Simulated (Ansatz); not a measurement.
# La2NbO5: the cost of one run

Program: Ansatz 0.2.0. Level of theory: DFT PBE, scalar-relativistic, plane waves, PAW, unless a step names another level. These are calculated values, not measurements.

7 further runs of the same task are left out: 6 that didn't finish, 1 set aside as unsound or not needed. Runs told in other sessions of the task aren't counted.

## (1) The starting structure

It takes space group I4/m (No. 87, tetragonal). The conventional cell has a = 9.031 Å, b = 9.031 Å, c = 6.195 Å, α = 90.00°, β = 90.00°, γ = 90.00°. Around La (site symmetry m) lie 8 O at 2.43 to 2.62 Å. Around Nb (site symmetry 4) lie 4 O at 1.94 Å. Around O (site symmetry 1) lie 1 Nb at 1.94 Å and 3 La at 2.57 to 2.62 Å. O (site symmetry -4) has 4 La at 2.43 Å in its first shell of neighbours.

Coordinates:

```
La Nb O
1.0
    -4.51564    4.51564    3.09731
     4.51564   -4.51564    3.09731
     4.51564    4.51564   -3.09731
La Nb O
4 2 10
Direct
  0.82528 0.38855 0.21382
  0.61145 0.82528 0.43673
  0.38855 0.17472 0.56327
  0.17472 0.61145 0.78618
  0.22565 0.22565 0.00000
  0.77435 0.77435 0.00000
  0.36628 0.08206 0.90294
  0.17912 0.46334 0.09706
  0.08206 0.17912 0.71578
  0.46334 0.36628 0.28422
  0.82088 0.53666 0.90294
  0.63372 0.91794 0.09706
  0.53666 0.63372 0.71578
  0.91794 0.82088 0.28422
  0.25000 0.75000 0.50000
  0.75000 0.25000 0.50000
```

It came out lowest among 23 distinct ends of the trial cells. At a tolerance of 0.02 Å it has space group I4/m (No. 87).

## (2) Static run: bands, density of states and charges

input.yaml

```yaml
crystal:
  lattice:
    - [-4.5156412329, 4.5156412329, 3.0973088146]
    - [4.5156412329, -4.5156412329, 3.0973088146]
    - [4.5156412329, 4.5156412329, -3.0973088146]
  atoms:
    - { symbol: La, position: [0.825275755, 0.3885477716, 0.2138235266] }
    - { symbol: La, position: [0.6114522284, 0.825275755, 0.4367279834] }
    - { symbol: La, position: [0.3885477716, 0.174724245, 0.5632720166] }
    - { symbol: La, position: [0.174724245, 0.6114522284, 0.7861764734] }
    - { symbol: Nb, position: [0.2256516377, 0.2256516377, 0.0] }
    - { symbol: Nb, position: [0.7743483623, 0.7743483623, 0.0] }
    - { symbol: O, position: [0.3662847187, 0.0820621654, 0.902941838] }
    - { symbol: O, position: [0.1791203274, 0.4633428807, 0.097058162] }
    - { symbol: O, position: [0.0820621654, 0.1791203274, 0.7157774467] }
    - { symbol: O, position: [0.4633428807, 0.3662847187, 0.2842225533] }
    - { symbol: O, position: [0.8208796726, 0.5366571193, 0.902941838] }
    - { symbol: O, position: [0.6337152813, 0.9179378346, 0.097058162] }
    - { symbol: O, position: [0.5366571193, 0.6337152813, 0.7157774467] }
    - { symbol: O, position: [0.9179378346, 0.8208796726, 0.2842225533] }
    - { symbol: O, position: [0.25, 0.75, 0.5] }
    - { symbol: O, position: [0.75, 0.25, 0.5] }
basis:
  ecutwfc: 420
kpoints:
  mp_grid: { grid: [6, 6, 6] }
  band_path:
    path:
      - [[0.0, 0.0, 0.0], [-0.5, 0.5, 0.0], [-0.5, 0.5, 0.5], [0.0, 0.0, 0.0], [-0.36761702, -0.36761702, 0.36761702]]
      - [[-0.63238298, 0.36761702, 0.63238298], [-0.5, 0.5, 0.5]]
      - [[-0.5, 0.5, 0.0], [-0.75, 0.25, 0.25], [-0.5, 0.0, 0.5], [0.0, 0.0, 0.0]]
    npoints: 10
hamiltonian:
  xc: pbe
scf:
  occupations: { method: gaussian, width: 0.02 }
  n_extra_bands: 40
output:
  forces: true
  stress: true
  eigenvalues: true
  populations: true
  dos: { projected: true, de: 0.02, nscf_kmesh: { grid: [9, 9, 9] } }
  bader: false
  write_density: true
  write_potential: true
  elf: true
  volumetric_format: npy
```

On the command line:

```
$ ansatz run input.yaml --threads 1 --pin off --max-ram 2560MiB --backend cpu --events-out ev --progress --plain --runs-dir out
```

What time and memory should one allow on 1 thread of AMD EPYC 7R43 (Zen 3), shared host?

About 5.5 min, with a peak of 1.7 GiB.
